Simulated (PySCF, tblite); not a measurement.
**C₄H₁₁PSi+ (doublet): geometry, infrared bands and EPR parameters**

Aim: predict the infrared bands and EPR parameters of C₄H₁₁PSi+ (doublet) (`C[C@@H]1C[C@@H]1[SiH2][PH2+]`).

Computed with tblite 0.8.0 and PySCF 2.14.0, with density-fitted response routines of our own, on a single molecule in the gas phase. Atoms count from 0, in the outputs and in this text.

## (1) Starting geometry

17 atoms, charge 1, multiplicity 2; geometry from: force field or distance geometry start.

Bonds of the start (Å): C0–C1 1.50, C1–C2 1.51, C2–C3 1.51, C3–Si4 1.81, Si4–P5 2.16, C3–C1 1.46, C0–H6 1.13, C0–H7 1.10, C0–H8 1.09, C1–H9 1.12, C2–H10 1.11, C2–H11 1.09, C3–H12 1.14, Si4–H13 1.50, Si4–H14 1.49, P5–H15 1.46, P5–H16 1.42.

## (2) Optimising the geometry with GFN2-xTB

What the job is given:

```
{"job": {"kind": "relax", "xc": "GFN2-xTB", "basis": "xTB"}, "charge": 1, "multiplicity": 2}
C     -1.243900    -1.227600    -0.468400
C     -1.358000     0.012900     0.361300
C     -1.113400     1.278500    -0.427000
C     -0.242000     0.881000     0.741100
Si     1.515300     0.738400     0.347000
P      2.315800    -1.180500    -0.239800
H     -2.175300    -1.267600    -1.106900
H     -0.406500    -1.124400    -1.176000
H     -1.216200    -2.112900     0.172900
H     -2.284100     0.063300     0.988300
H     -1.840000     2.102100    -0.302300
H     -0.708700     1.116300    -1.429700
H     -0.465700     1.546300     1.641500
H      1.837400     1.723100    -0.733500
H      2.288000     1.203500     1.532000
H      3.655100    -1.445800     0.274400
H      1.435200    -2.294500    -0.184800
```

Command:

```sh
$ OMP_NUM_THREADS=1 python probes_run.py task.json out
```

One launch serves the whole session: the jobs run in the order shown.

**Question.** This job is followed by: GFN2-xTB harmonic vibrations, gas phase; UKS B3LYP, pcH-1 on C H P Si, non-relativistic, mean-field spin-orbit, GIAO. What will the session give for the following? strongest single infrared mode (GFN2-xTB); zero-point energy (GFN2-xTB); g(iso) (B3LYP); ⟨S²⟩; largest a(iso) (averaged by class).

**Answer**, as computed:

| quantity | value |
| --- | --- |
| strongest single infrared mode (GFN2-xTB) | 913 cm⁻¹, 130 km/mol |
| zero-point energy (GFN2-xTB) | 81.0 kcal/mol |
| g(iso) (B3LYP) | 2.00972 |
| ⟨S²⟩ | 0.753 (exact 0.75) |
| largest a(iso) (averaged by class) | 31P on P5, 686.5 MHz |

What this shows: Over 154 steps the energy fell by 0.987 eV; of the close pairs, Si4–P5 changed most, 2.160 to 2.370 Å. No mode is imaginary among the 45: a minimum at this level. The strongest single mode, at 913 cm⁻¹, is spread over several atoms, C2, C3, H10, C1 among them. GFN2-xTB is a fitted tight-binding method: band positions and strengths are rough. Its intensities can rank the bands wrongly. P5 carries the largest spin population, 0.83 e. The isotropic g lies 7.4 ppt above the free-electron value.
